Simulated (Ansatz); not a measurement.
# CH5BO2: the cost of one run

All numbers below are computed with Ansatz 0.2.0 (RKS BHLYP-D4/def2-SVP).

**1. The system as given**

Bond lengths: C1–B2 1.576 Å, B2–O3 1.486 Å, B2–O4 1.494 Å, C1–H5 1.109 Å, C1–H6 1.188 Å, C1–H7 1.107 Å, O3–H8 0.954 Å, O4–H9 1.051 Å. Angles: C1–B2–O3 120.8°, C1–B2–O4 116.1°, O3–B2–O4 123.0°, B2–C1–H5 111.6°, B2–C1–H6 107.1°, B2–C1–H7 112.7°, H5–C1–H6 106.1°, H5–C1–H7 112.4°, H6–C1–H7 106.4°, B2–O3–H8 101.4°, B2–O4–H9 102.9°.

Structure file:

```xyz
9

C     0.5922    0.4735   -0.8299
B    -0.0965   -0.4611    0.2357
O    -1.3837   -1.1404   -0.0655
O     0.6606   -0.6783    1.5055
H     0.7458   -0.0508   -1.7948
H    -0.1640    1.3622   -1.0547
H     1.5221    0.9411   -0.4516
H    -2.0138   -0.5121    0.2789
H     0.2257    0.0197    2.1592
```

**2. Relaxing end A**

File input.yaml:

```yaml
crystal:
  periodic: [false, false, false]
  atoms:
    - { symbol: C, position_ang: [0.5922, 0.4735, -0.8299] }
    - { symbol: B, position_ang: [-0.0965, -0.4611, 0.2357] }
    - { symbol: O, position_ang: [-1.3837, -1.1404, -0.0655] }
    - { symbol: O, position_ang: [0.6606, -0.6783, 1.5055] }
    - { symbol: H, position_ang: [0.7458, -0.0508, -1.7948] }
    - { symbol: H, position_ang: [-0.164, 1.3622, -1.0547] }
    - { symbol: H, position_ang: [1.5221, 0.9411, -0.4516] }
    - { symbol: H, position_ang: [-2.0138, -0.5121, 0.2789] }
    - { symbol: H, position_ang: [0.2257, 0.0197, 2.1592] }
basis:
  gaussian: { orbitals: def2-SVP }
hamiltonian:
  xc: { name: BHLYP }
  dispersion: d4
relax:
  f_tol: 0.02
  max_steps: 50
```

Run with:

```
> ansatz run input.yaml --threads 1 --pin off --max-ram 2048MiB --backend cpu --events-out ev --progress --plain --runs-dir out
```

What time and memory should one allow on 1 thread of Arm Neoverse V2, shared host?

About 26 s, with a peak of 0.15 GiB.
